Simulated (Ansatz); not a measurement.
**Cu+ with SiNH5: structure and interaction energy**

Aim: relax the pair, then compute its interaction energy with counterpoise at many levels, up to CCSD(T).

Method: PBE0-D4 structure, single points in def2-TZVPPD; program: Ansatz 0.2.0, Gaussian basis.

Levels: PBE-D4, revPBE-D4, BLYP-D4, r2SCAN-D4, B97M-V, PBE0-D4, B3LYP-D4, HSE06-D4, wB97X-V, wB97M-V, B2PLYP, Hartree-Fock, MP2, CCSD, CCSD(T). The reference is CCSD(T) extrapolated to the basis limit. For elements past Ar these valence bases correlate outer-core shells poorly and lack relativity, so that limit is rough.

Cores are frozen in the correlated methods. The 3s and 3p shells of Cu and Zn are frozen; filled d shells are correlated. B3LYP uses VWN-RPA correlation. B2PLYP carries no dispersion term here.

163 further runs of the same task are left out: 163 set aside as unsound or not needed. Runs told in other sessions of the task aren't counted.

## Step 1: Starting geometry

The pair, from a GFN2-xTB docking trial: 8 atoms, charge 1, spin multiplicity 1.

Atoms are counted from 1 here; the program's logs count them from 0.

Bond lengths: Cu1–N3 1.973 Å, Si2–N3 1.858 Å, Si2–H4 1.460 Å, Si2–H5 1.458 Å, Si2–H6 1.458 Å, N3–H7 1.017 Å, N3–H8 1.016 Å. Angles: N3–Si2–H4 101.2°, N3–Si2–H5 102.2°, N3–Si2–H6 105.5°, H4–Si2–H5 115.6°, H4–Si2–H6 115.0°, H5–Si2–H6 114.7°, Cu1–N3–Si2 121.2°, Cu1–N3–H7 106.1°, Cu1–N3–H8 104.7°, Si2–N3–H7 109.3°, Si2–N3–H8 109.2°, H7–N3–H8 105.1°.

Coordinates:

```
Cu   -0.4296   -1.2201   -2.0889
Si   -0.4280    0.3378    0.8634
N     0.4848   -0.2172   -0.6565
H    -1.7343    0.6732    0.3041
H    -0.3882   -0.8559    1.6993
H     0.3292    1.4714    1.3814
H     1.2836   -0.7831   -0.3805
H     0.8826    0.5939   -1.1222
```

Atoms 1 to 1 are fragment A (Cu+), the rest fragment B (SiNH5).

## Step 2: A first relaxation in a small basis

Contents of pre/in.yaml:

```yaml
crystal:
  periodic: [false, false, false]
  atoms:
    - {symbol: Cu, position_ang: [-0.429600, -1.220100, -2.088900]}
    - {symbol: Si, position_ang: [-0.428000, 0.337800, 0.863400]}
    - {symbol: N, position_ang: [0.484800, -0.217200, -0.656500]}
    - {symbol: H, position_ang: [-1.734300, 0.673200, 0.304100]}
    - {symbol: H, position_ang: [-0.388200, -0.855900, 1.699300]}
    - {symbol: H, position_ang: [0.329200, 1.471400, 1.381400]}
    - {symbol: H, position_ang: [1.283600, -0.783100, -0.380500]}
    - {symbol: H, position_ang: [0.882600, 0.593900, -1.122200]}
basis:
  gaussian: {orbitals: def2-SVP}
total_charge: 1
hamiltonian: {xc: pbe, dispersion: d4}
relax: {f_tol: 0.03, max_steps: 250}
```

The run is started by

```console
> ansatz run in.yaml --threads 4 --pin off --events-out ev --progress --plain --max-ram 9574MiB
```

Further steps of the session: Relaxation at PBE0-D4; wB97X-V/def2-TZVPPD; wB97M-V/def2-TZVPPD; B2PLYP/def2-TZVPPD; B97M-V/def2-TZVPPD; CCSD(T)/def2-TZVPPD; MP2/def2-QZVPPD; Hartree-Fock/STO-3G; SPW92/def2-SVP; wB97M-V/def2-SVP; CCSD(T)/def2-SVP; Vibrations of the pair.

Before running it: what results should come out? Wanted: interaction energy, CCSD(T)/CBS; of it Hartree-Fock; D4 term of PBE0-D4; shortest contact; lowest wavenumber.

**Answer**, as computed:

| quantity | value |
| --- | --- |
| interaction energy, CCSD(T)/CBS | -241.45 kJ/mol |
| of it Hartree-Fock (basis limit) | -168.51 kJ/mol |
| D4 term of PBE0-D4 | -4.38 kJ/mol |
| shortest contact | Cu1–N3 1.94 Å |
| lowest wavenumber | 104 cm⁻¹ |

In words: The pair is bound by 241.45 kJ/mol at fixed fragment shapes. Hartree-Fock gives 70 % of it, so electrostatics and correlation both count. The functionals run from wB97M-V, off by -4.75 kJ/mol, to PBE-D4, off by -43.43 kJ/mol, against CCSD(T)/CBS. By rung, the mean size of the error is: GGA 36.47, meta-GGA 35.97, hybrid 17.98, screened hybrid 14.77, range-separated hybrid 5.91, double hybrid 6.31 kJ/mol. The double hybrids carry no dispersion term here, unlike the levels marked D4 or V. PBE-D4 gives an interaction energy 43.43 kJ/mol too low, an error of 18 % of the reference. CCSD(T) moves by -15.94 kJ/mol from triple zeta to the limit; gaps between functionals far smaller than that don't rank them. A lower arrangement may exist.
